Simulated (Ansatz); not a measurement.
# CH4AlNS: small, medium and large basis sets

An exercise on one series of results from a longer session: the logs are not shown, and one member is left open.

Method: one geometry, several basis sets; program: Ansatz 0.2.0, Gaussian basis.

Levels to be run: PBE0-D4/def2-SVP; ωB97M-V/def2-SVP; PBE0-D4/def2-QZVPP; ωB97M-V/def2-QZVPP; the functionals' def2-TZVPP values are taken from earlier runs.

## The relaxed structure

The geometry comes from an earlier relaxation with PBE0-D4 in a triple-zeta def2 set; it is a stationary point, not always the lowest conformer.

SMILES `[AlH2]/[N]=C\S`, 8 atoms, charge 0, spin multiplicity 1.

Atoms are counted from 1 here; the program's logs count them from 0.

Bond lengths: Al1–N2 1.749 Å, Al1–H5 1.580 Å, Al1–H6 1.580 Å, N2–C3 1.238 Å, C3–S4 1.773 Å, C3–H7 1.099 Å, S4–H8 1.343 Å. Angles: N2–Al1–H5 117.5°, N2–Al1–H6 117.5°, H5–Al1–H6 125.0°, Al1–N2–C3 176.4°, N2–C3–S4 123.2°, N2–C3–H7 124.0°, S4–C3–H7 112.8°, C3–S4–H8 96.3°.

Coordinates:

```
Al   -0.1907    1.9248   -0.4846
N    -0.2285    0.2248   -0.0756
C    -0.1771   -0.9764    0.2180
S     1.3440   -1.8424    0.5026
H    -0.1254    2.3056   -2.0162
H    -0.2577    2.9627    0.7043
H    -1.0603   -1.6198    0.3306
H     0.7879   -3.0364    0.7650
```

Set-up of the first run:

The input, in.yaml:

```yaml
crystal:
  periodic: [false, false, false]
  atoms:
    - {symbol: Al, position_ang: [-0.190717, 1.924754, -0.484578]}
    - {symbol: N, position_ang: [-0.228509, 0.224813, -0.075597]}
    - {symbol: C, position_ang: [-0.177066, -0.976370, 0.218048]}
    - {symbol: S, position_ang: [1.343997, -1.842378, 0.502646]}
    - {symbol: H, position_ang: [-0.125443, 2.305628, -2.016223]}
    - {symbol: H, position_ang: [-0.257698, 2.962720, 0.704287]}
    - {symbol: H, position_ang: [-1.060287, -1.619822, 0.330618]}
    - {symbol: H, position_ang: [0.787924, -3.036447, 0.765000]}
basis:
  gaussian: {orbitals: def2-SVP}
hamiltonian: {xc: pbe0, dispersion: d4}
output: {orbitals: {seedname: orbitals}}
```

Launch:

```bash
> ansatz run in.yaml --threads 2 --pin off --events-out ev --progress --plain --max-ram 4352MiB
```

Steps of the session up to this table: PBE0-D4 in def2-SVP; ωB97M-V in def2-SVP; PBE0-D4 in def2-QZVPP; ωB97M-V in def2-QZVPP.

One table of the session follows, with a row left open; its other results are not shown here.

It belongs to the step «Density functionals: the series». 

```
functional       basis  HOMO (eV)
   PBE0-D4    def2-SVP      -6.99
   PBE0-D4  def2-TZVPP      -7.05
   PBE0-D4  def2-QZVPP      -7.07
   ωB97M-V    def2-SVP          ?
   ωB97M-V  def2-TZVPP      -9.26
   ωB97M-V  def2-QZVPP      -9.29
```

Estimate the missing values for ωB97M-V, def2-SVP.

**Answer.** HOMO (eV): -9.16. In the column «HOMO (eV)» it lies between ωB97M-V, def2-TZVPP (-9.26) and PBE0-D4, def2-QZVPP (-7.07).
